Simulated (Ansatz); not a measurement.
# Alloy of SrZrO3 and SrHfO3 (5 of 8 Zr sites exchanged), 40 atoms

How does this alloy cell relax, and what gap do PBEsol give?

All numbers are computed with Ansatz 0.2.0 (PAW, plane waves).

## Step 1: The system as built

40 atoms (8 Sr, 3 Zr, 5 Hf, 24 O); a = 8.230 Å, b = 8.230 Å, c = 8.230 Å, α = 90.00°, β = 90.00°, γ = 90.00°. All atoms were shaken off their sites by about 0.02 Å along each axis.

Steps to follow: (2) PBEsol cell relaxation at the single k point (¼, ¼, ¼), on 7 threads of Arm Neoverse-V2.

## Step 2: Relaxing cell and atoms with PBEsol

Contents of in.yaml:

```yaml
crystal:
  lattice:
    - [8.229702, 0.000000, 0.000000]
    - [0.000000, 8.229702, 0.000000]
    - [0.000000, 0.000000, 8.229702]
  atoms:
    - { symbol: Sr, position: [0.000176, 0.998475, 0.996873] }
    - { symbol: Sr, position: [0.997707, 0.998152, 0.503789] }
    - { symbol: Sr, position: [0.001139, 0.495346, 0.001073] }
    - { symbol: Sr, position: [0.999863, 0.496880, 0.502067] }
    - { symbol: Sr, position: [0.502561, 0.003146, 0.002815] }
    - { symbol: Sr, position: [0.495386, 0.001902, 0.503082] }
    - { symbol: Sr, position: [0.497928, 0.503018, 0.999947] }
    - { symbol: Sr, position: [0.499264, 0.493070, 0.499553] }
    - { symbol: Zr, position: [0.250977, 0.246233, 0.252311] }
    - { symbol: Zr, position: [0.250475, 0.248562, 0.744889] }
    - { symbol: Zr, position: [0.249768, 0.749244, 0.745220] }
    - { symbol: Hf, position: [0.251910, 0.748989, 0.250635] }
    - { symbol: Hf, position: [0.748716, 0.251760, 0.249024] }
    - { symbol: Hf, position: [0.748376, 0.244525, 0.746982] }
    - { symbol: Hf, position: [0.746894, 0.747903, 0.251040] }
    - { symbol: Hf, position: [0.747526, 0.750981, 0.748014] }
    - { symbol: O, position: [0.249955, 0.250190, 0.001293] }
    - { symbol: O, position: [0.249775, 0.250469, 0.503856] }
    - { symbol: O, position: [0.251867, 0.748677, 0.997779] }
    - { symbol: O, position: [0.249483, 0.747793, 0.502837] }
    - { symbol: O, position: [0.750478, 0.250432, 0.001074] }
    - { symbol: O, position: [0.748903, 0.247335, 0.501354] }
    - { symbol: O, position: [0.749683, 0.752849, 0.000412] }
    - { symbol: O, position: [0.751519, 0.751513, 0.497785] }
    - { symbol: O, position: [0.003400, 0.249086, 0.250939] }
    - { symbol: O, position: [0.001725, 0.249486, 0.751107] }
    - { symbol: O, position: [0.003633, 0.752101, 0.246592] }
    - { symbol: O, position: [0.004567, 0.751601, 0.752391] }
    - { symbol: O, position: [0.497475, 0.249182, 0.250431] }
    - { symbol: O, position: [0.501384, 0.245263, 0.748524] }
    - { symbol: O, position: [0.496571, 0.751854, 0.246802] }
    - { symbol: O, position: [0.498818, 0.750036, 0.747033] }
    - { symbol: O, position: [0.250594, 0.995453, 0.252912] }
    - { symbol: O, position: [0.246932, 0.001910, 0.751827] }
    - { symbol: O, position: [0.245073, 0.500919, 0.253870] }
    - { symbol: O, position: [0.251775, 0.496199, 0.753512] }
    - { symbol: O, position: [0.752157, 0.003396, 0.251440] }
    - { symbol: O, position: [0.750191, 0.998248, 0.744406] }
    - { symbol: O, position: [0.750349, 0.501212, 0.246000] }
    - { symbol: O, position: [0.749285, 0.501206, 0.747291] }
  symmetry: { detect: false }
kpoints:
  mp_grid: { grid: [1, 1, 1], shift: [0.25, 0.25, 0.25] }
hamiltonian:
  xc: pbesol
scf:
  occupations: { method: fermi_dirac, width: 0.01 }
relax:
  f_tol: 0.03
  max_steps: 80
  escape_saddle: false
  adjacent_minimum: "off"
  cell: { fix: [shape] }
output:
  forces: true
  eigenvalues: true
  populations: true
```

The run is started by

```console
ansatz run in.yaml --threads 7 --pin off --max-ram 13300MiB --runs-dir r --events-out ev --progress --plain
```

Before running it: what results should come out? Wanted: for each run, top filled to lowest empty.

As calculated:

```
             level                  time  top filled to lowest empty (eV)
PBEsol, relaxation  63 s (7 CPU threads)                             4.56
```

```
     quantity                                                                      value
   relaxation                                          11 recorded steps, 2.39 eV gained
largest shift                                                               0.47 Å (O31)
 relaxed cell  a = 8.153 Å, b = 8.153 Å, c = 8.153 Å, α = 90.00°, β = 90.00°, γ = 90.00°
   mean bonds                                       Hf–O 2.081, O–Sr 2.691, O–Zr 2.090 Å
```

The relaxation lowers the energy by 2.39 eV; the largest shift is 0.47 Å (O31), while the volume changes by -2.8 %. The mean lengths of the listed bonds run from Hf–O 2.08 Å to O–Sr 2.69 Å. With one k point the spacing samples only the states that fold onto it, so it can exceed the gap over the zone.
